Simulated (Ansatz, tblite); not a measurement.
# Ge26H34 off rod (Ge₂₅SbH₃₄): rung by rung

The task here is to estimate one member of a computed series from the others.

The runs use Ansatz 0.2.0, Gaussian basis; as each input shows.

Levels to be run: GFN1-xTB, PBE-D4/def2-SVP, r2SCAN-D4/def2-SVP, r2SCAN0-D4/def2-SVP.

2 further runs of the same task are left out: 1 for a known fault of the program, 1 set aside as unsound or not needed. Runs told in other sessions of the task aren't counted.

## The geometry

The doublet was relaxed beforehand with r2SCAN-D4/def2-SVP.

60 atoms, charge 0, spin multiplicity 2.

Bond lengths: Ge1–Ge13 2.431 Å, Ge1–Ge17 2.445 Å, Ge1–H27 1.545 Å, Ge1–H28 1.539 Å, Ge2–Ge16 2.431 Å, Ge2–Ge18 2.430 Å, Ge2–H29 1.543 Å, Ge2–H30 1.539 Å, Ge3–Ge14 2.433 Å, Ge3–Ge19 2.428 Å, Ge3–Ge20 2.432 Å, Ge3–H31 1.547 Å, Ge4–Ge16 2.438 Å, Ge4–Ge19 2.431 Å, Ge4–Ge21 2.435 Å, Ge4–H32 1.547 Å, Ge5–Ge13 2.431 Å, Ge5–Ge14 2.440 Å and more. Angles: Ge13–Ge1–Ge17 116.3°, Ge13–Ge1–H27 108.1°, Ge13–Ge1–H28 107.9°, Ge17–Ge1–H27 106.8°, Ge17–Ge1–H28 110.3°, H27–Ge1–H28 107.1°, Ge16–Ge2–Ge18 108.3°, Ge16–Ge2–H29 108.0°, Ge16–Ge2–H30 111.8°, Ge18–Ge2–H29 109.2°, Ge18–Ge2–H30 111.5°, H29–Ge2–H30 108.0°, Ge14–Ge3–Ge19 108.6°, Ge14–Ge3–Ge20 110.9°, Ge14–Ge3–H31 108.9°, Ge19–Ge3–Ge20 109.1°, Ge19–Ge3–H31 109.5°, Ge20–Ge3–H31 109.9° and more.

Sb takes a core potential in the def2 sets. No spin-orbit coupling is included.

PBE0-D4/def2-SVP was run before; its log isn't repeated, and its numbers join the tables.

Set-up of the first run:

Tight binding, by tblite at 300 K electronic temperature and without a spin-polarisation term:

```python
tblite.interface.Calculator('GFN1-xTB', numbers, positions, charge=0, uhf=1).singlepoint()
```

start.molden holds the orbitals of an earlier run on this state, given as this run's starting guess.

in.yaml reads:

```yaml
crystal:
  periodic: [false, false, false]
  atoms:
    - {symbol: Ge, position_ang: [-2.286277, -3.399404, 1.468595]}
    - {symbol: Ge, position_ang: [1.024018, -3.736390, -1.414668]}
    - {symbol: Ge, position_ang: [-1.519123, 1.780076, -4.672679]}
    - {symbol: Ge, position_ang: [1.103577, -1.176302, -4.390387]}
    - {symbol: Ge, position_ang: [-1.843480, -0.851166, -1.647739]}
    - {symbol: Ge, position_ang: [-2.394867, 1.443677, 2.052767]}
    - {symbol: Ge, position_ang: [0.928847, -0.806830, 1.309473]}
    - {symbol: Ge, position_ang: [1.308990, 1.816167, -1.849530]}
    - {symbol: Ge, position_ang: [-1.484414, -1.310717, 4.623960]}
    - {symbol: Ge, position_ang: [0.872882, 1.833439, 4.319845]}
    - {symbol: Ge, position_ang: [3.911207, -1.132127, -1.536394]}
    - {symbol: Ge, position_ang: [3.672151, 2.215042, 1.481483]}
    - {symbol: Ge, position_ang: [-3.400937, -2.061809, -0.227627]}
    - {symbol: Ge, position_ang: [-3.052095, 0.542368, -3.245230]}
    - {symbol: Ge, position_ang: [-3.350824, -0.021673, 3.761107]}
    - {symbol: Ge, position_ang: [-0.372213, -2.371729, -2.862417]}
    - {symbol: Ge, position_ang: [-0.446114, -2.320598, 2.663329]}
    - {symbol: Ge, position_ang: [2.366000, -2.254703, -0.033307]}
    - {symbol: Ge, position_ang: [-0.182076, 0.192976, -5.933549]}
    - {symbol: Ge, position_ang: [-0.042207, 3.186076, -3.347564]}
    - {symbol: Ge, position_ang: [2.641855, 0.209982, -3.109896]}
    - {symbol: Sb, position_ang: [-0.583158, 0.858400, -0.077772]}
    - {symbol: Ge, position_ang: [-0.941080, 3.021098, 3.214975]}
    - {symbol: Ge, position_ang: [2.288623, 0.644010, 2.732522]}
    - {symbol: Ge, position_ang: [2.606088, 3.298086, -0.416695]}
    - {symbol: Ge, position_ang: [0.010948, 0.155794, 5.849650]}
    - {symbol: H, position_ang: [-3.334845, -3.799184, 2.530003]}
    - {symbol: H, position_ang: [-1.799323, -4.698374, 0.801077]}
    - {symbol: H, position_ang: [1.957277, -4.579857, -2.308554]}
    - {symbol: H, position_ang: [0.185622, -4.702137, -0.558420]}
    - {symbol: H, position_ang: [-2.340827, 2.653854, -5.649448]}
    - {symbol: H, position_ang: [1.911717, -2.235400, -5.177287]}
    - {symbol: H, position_ang: [-3.505928, 2.262905, 1.347756]}
    - {symbol: H, position_ang: [-1.977401, -2.464871, 5.527692]}
    - {symbol: H, position_ang: [1.762624, 2.836321, 5.091136]}
    - {symbol: H, position_ang: [4.718299, -2.214599, -2.283561]}
    - {symbol: H, position_ang: [4.906198, -0.248540, -0.760045]}
    - {symbol: H, position_ang: [4.947690, 1.495403, 1.002945]}
    - {symbol: H, position_ang: [4.113401, 3.316386, 2.471049]}
    - {symbol: H, position_ang: [-4.262822, -2.993324, -1.107982]}
    - {symbol: H, position_ang: [-4.341563, -1.033710, 0.431752]}
    - {symbol: H, position_ang: [-3.954087, -0.360510, -4.117072]}
    - {symbol: H, position_ang: [-3.965863, 1.511985, -2.464480]}
    - {symbol: H, position_ang: [-4.413481, -0.962966, 3.162051]}
    - {symbol: H, position_ang: [-4.020287, 0.797820, 4.887275]}
    - {symbol: H, position_ang: [-1.305886, -3.281736, -3.700265]}
    - {symbol: H, position_ang: [0.518381, -3.444494, 3.123199]}
    - {symbol: H, position_ang: [3.170532, -3.097211, 0.986019]}
    - {symbol: H, position_ang: [-1.095252, -0.707657, -6.790722]}
    - {symbol: H, position_ang: [0.775999, 0.941800, -6.882762]}
    - {symbol: H, position_ang: [0.855002, 4.015635, -4.292355]}
    - {symbol: H, position_ang: [-0.877599, 4.171186, -2.502429]}
    - {symbol: H, position_ang: [3.598410, 0.943625, -4.082176]}
    - {symbol: H, position_ang: [-0.336006, 4.022516, 2.206924]}
    - {symbol: H, position_ang: [-1.708513, 3.834384, 4.279276]}
    - {symbol: H, position_ang: [3.242026, -0.269433, 3.544999]}
    - {symbol: H, position_ang: [1.627172, 4.359693, 0.127624]}
    - {symbol: H, position_ang: [3.688188, 4.038362, -1.231184]}
    - {symbol: H, position_ang: [-0.759668, 0.808778, 7.015948]}
    - {symbol: H, position_ang: [1.182391, -0.652295, 6.445863]}
basis:
  gaussian: {orbitals: def2-SVP, fitting: {mean_field: def2-universal-jkfit}, initial_orbitals: start.molden}
magnetization: {spin_polarized: true, initial_magnetization: 1}
hamiltonian: {xc: pbe, dispersion: d4}
scf: {omitted_lower_state_checks: [starts]}
output: {forces: true, orbitals: {seedname: orbitals}}
```

Started as:

```bash
$ ansatz run in.yaml --threads 11 --pin off --events-out ev --progress --plain --max-ram 110592MiB --backend cuda --devices 0, --max-vram 75GiB
```

Among the steps run: PBE-D4/def2-SVP; r2SCAN-D4/def2-SVP; r2SCAN0-D4/def2-SVP.

One of the session's tables, all rows but one given; the rest of the session is left out.

It belongs to the step «Binding energy». 

| level | binding an atom (eV) |
| --- | --- |
| PBE-D4/def2-SVP | 2.901 |
| r2SCAN-D4/def2-SVP | ? |
| PBE0-D4/def2-SVP | 2.901 |
| r2SCAN0-D4/def2-SVP | 2.905 |

Q: Estimate the row for r2SCAN-D4/def2-SVP from the others.

**Answer.** binding an atom (eV): 2.925. In the column «binding an atom (eV)» it is the highest.

Limits of these values: Free atoms were run apart at each level; binding is atoms less cluster, divided by the number of atoms, without zero-point or spin-orbit terms.
